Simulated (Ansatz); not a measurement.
# In₂H₄Br₂: ionisation energy by level of theory

The task here is to estimate one member of a computed series from the others.

The runs use Ansatz 0.2.0, Gaussian basis; unrestricted cation, the program's frozen cores in correlated methods.

Levels to be run: UKS PBE-D4/def2-TZVPP; UKS r2SCAN-D4/def2-TZVPP; UKS PBE0-D4/def2-TZVPP; UKS B3LYP-D4/def2-TZVPP; UKS wB97X-V/def2-TZVPP; UKS wB97M-V/def2-TZVPP; UKS B2PLYP/def2-TZVPP; UHF-CCSD(T)/def2-TZVPP; UHF-MP2/def2-QZVPP; extrapolation to the limit; then −ε(HOMO) from the neutral's earlier runs with LDA (SPW92), PBE-D4, revPBE-D4, BLYP-D4, r2SCAN-D4, B97M-V, PBE0-D4, B3LYP-D4, r2SCANh-D4, r2SCAN0-D4, HSE06-D4, BHLYP-D4, CAM-B3LYP-D4, LC-ωPBE, ωB97X-V, ωB97M-V.

2 further runs of the same task are left out: 2 for a known fault of the program.

## The relaxed structure

An earlier PBE0-D4 in a triple-zeta def2 set relaxation fixed the geometry. In takes the def2 core potential; no spin-orbit term is included.

8 atoms, charge 0, spin multiplicity 1.

Atoms are counted from 1 here; the program's logs count them from 0.

Bond lengths: Br1–In2 2.704 Å, Br1–In4 2.704 Å, In2–Br3 2.704 Å, In2–H5 1.701 Å, In2–H6 1.700 Å, Br3–In4 2.704 Å, In4–H7 1.701 Å, In4–H8 1.700 Å. Angles: In2–Br1–In4 89.7°, Br1–In2–Br3 90.1°, Br1–In2–H5 104.0°, Br1–In2–H6 104.2°, Br3–In2–H5 104.0°, Br3–In2–H6 104.2°, H5–In2–H6 139.6°, In2–Br3–In4 89.7°, Br1–In4–Br3 90.1°, Br1–In4–H7 104.0°, Br1–In4–H8 104.2°, Br3–In4–H7 104.0°, Br3–In4–H8 104.2°, H7–In4–H8 139.6°.

As a file:

```xyz
8
Br2H4In2
Br   -1.8426    0.3190   -0.4184
In    0.2429    1.8584    0.3509
Br    1.7761   -0.3513    0.6289
In   -0.2360   -1.8553   -0.3712
H     0.7917    2.5607   -1.0974
H    -0.1359    2.3077    1.9461
H     0.1925   -2.0852   -2.0007
H    -0.7887   -2.7539    0.9619
```

The first run:

Input file in.yaml:

```yaml
crystal:
  periodic: [false, false, false]
  atoms:
    - {symbol: Br, position_ang: [-1.842568, 0.318983, -0.418386]}
    - {symbol: In, position_ang: [0.242948, 1.858385, 0.350877]}
    - {symbol: Br, position_ang: [1.776088, -0.351349, 0.628914]}
    - {symbol: In, position_ang: [-0.236018, -1.855330, -0.371222]}
    - {symbol: H, position_ang: [0.791661, 2.560684, -1.097394]}
    - {symbol: H, position_ang: [-0.135920, 2.307749, 1.946068]}
    - {symbol: H, position_ang: [0.192495, -2.085210, -2.000740]}
    - {symbol: H, position_ang: [-0.788697, -2.753923, 0.961883]}
basis:
  gaussian: {orbitals: def2-TZVPP}
total_charge: 1
magnetization: {spin_polarized: true, initial_magnetization: 1}
hamiltonian: {xc: pbe, dispersion: d4}
```

The run is started by

```sh
> ansatz run in.yaml --threads 2 --pin off --events-out ev --progress --plain --max-ram 32768MiB --backend cpu
```

Among the steps run: Cation, UKS PBE-D4/def2-TZVPP; Cation, UKS r2SCAN-D4/def2-TZVPP; Cation, UKS PBE0-D4/def2-TZVPP; Cation, UKS B3LYP-D4/def2-TZVPP; Cation, UKS wB97X-V/def2-TZVPP; Cation, UKS wB97M-V/def2-TZVPP; Cation, UKS B2PLYP (frozen core)/def2-TZVPP; Cation, UHF-CCSD(T)/def2-TZVPP; Cation, UHF-MP2/def2-QZVPP.

One table of the session follows, with a row left open; its other results are not shown here.

It belongs to the step «Ionisation energies side by side». Orbital estimates, from the neutral's runs:

```
  functional  −ε(HOMO) (eV)
 LDA (SPW92)           6.95
      PBE-D4           6.85
   revPBE-D4           6.82
     BLYP-D4           6.72
   r2SCAN-D4           7.18
      B97M-V           7.30
     PBE0-D4           8.07
    B3LYP-D4           7.85
  r2SCANh-D4           7.62
  r2SCAN0-D4           8.28
    HSE06-D4           7.67
    BHLYP-D4           9.16
CAM-B3LYP-D4           9.36
     LC-ωPBE              ?
     ωB97X-V          10.38
     ωB97M-V          10.22
```

Estimate the missing values for LC-ωPBE.

As computed: −ε(HOMO) (eV): 10.72. In the column «−ε(HOMO) (eV)» it is the highest.
